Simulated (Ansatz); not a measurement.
# Ta: the order of phases, with spin-orbit coupling

Aim: relax Ta in several structures (fcc, bcc, hcp) and rank them by energy, with spin-orbit coupling. The runs shown use PAW and LAPW.

Computed with Ansatz 0.2.0 (DFT LDA, with the methods named in each step, unless a step's input says otherwise).

### Step 1. Starting point

Symmetry: Fm-3m, No. 225, cubic system. Conventional cell: a = 4.101 Å, b = 4.101 Å, c = 4.101 Å, α = 90.00°, β = 90.00°, γ = 90.00°. Around Ta (site symmetry m-3m) lie 12 Ta at 2.90 Å.

Coordinates:

```cif
data_structure
_symmetry_space_group_name_H-M 'Fm-3m'
_symmetry_Int_Tables_number 225
_cell_length_a 4.1015
_cell_length_b 4.1015
_cell_length_c 4.1015
_cell_angle_alpha 90.000
_cell_angle_beta 90.000
_cell_angle_gamma 90.000
_cell_volume 69.00
loop_
_atom_site_label
_atom_site_type_symbol
_atom_site_symmetry_multiplicity
_atom_site_Wyckoff_symbol
_atom_site_fract_x
_atom_site_fract_y
_atom_site_fract_z
_atom_site_occupancy
Ta1 Ta 4 a 0.00000 0.00000 0.00000 1
```

The file gives the conventional cell by its symmetry; the runs use the cell typed in the input.

### Step 2. Fcc relaxed, PAW

input.yaml reads:

```yaml
crystal:
  lattice:
    - [0.0, 2.0507433354, 2.0507433354]
    - [2.0507433354, 0.0, 2.0507433354]
    - [2.0507433354, 2.0507433354, 0.0]
  atoms:
    - { symbol: Ta, position: [0.0, 0.0, 0.0] }
kpoints:
  mp_grid: { grid: [17, 17, 17] }
scf:
  occupations: { method: fermi_dirac, width: 0.05 }
hamiltonian:
  xc: lda
  pseudopotentials: { kind: paw_fr }
output:
  forces: true
  stress: true
relax:
  f_tol: 0.005
  max_steps: 40
  cell: {}
magnetization:
  noncollinear: true
  spin_orbit: true
```

Command:

```
> ansatz run input.yaml --threads 2 --pin off --max-ram 5120MiB --backend cpu --events-out ev --progress --plain --runs-dir out
```

The runs that follow: Fcc relaxed, LAPW; Bcc relaxed, PAW; Bcc relaxed, LAPW; Hcp relaxed, PAW; Hcp relaxed, LAPW.

Before running it: what results should come out? Wanted: lowest (for each run or level that gives them).

**Answer**, as computed:

| quantity | value |
| --- | --- |
| lowest (LAPW) | bcc, 274.0 meV/atom under fcc |
| lowest (PAW) | bcc, 272.6 meV/atom under fcc |

By LAPW the order is bcc < fcc < hcp. By PAW the order is bcc < fcc < hcp. The methods agree on the lowest phase. Only these structures were tried, with electrons smeared by 0.05 eV and without vibrations, so the true ground state may be another. The k meshes differ between phases and weren't tested, which can move differences by some meV.
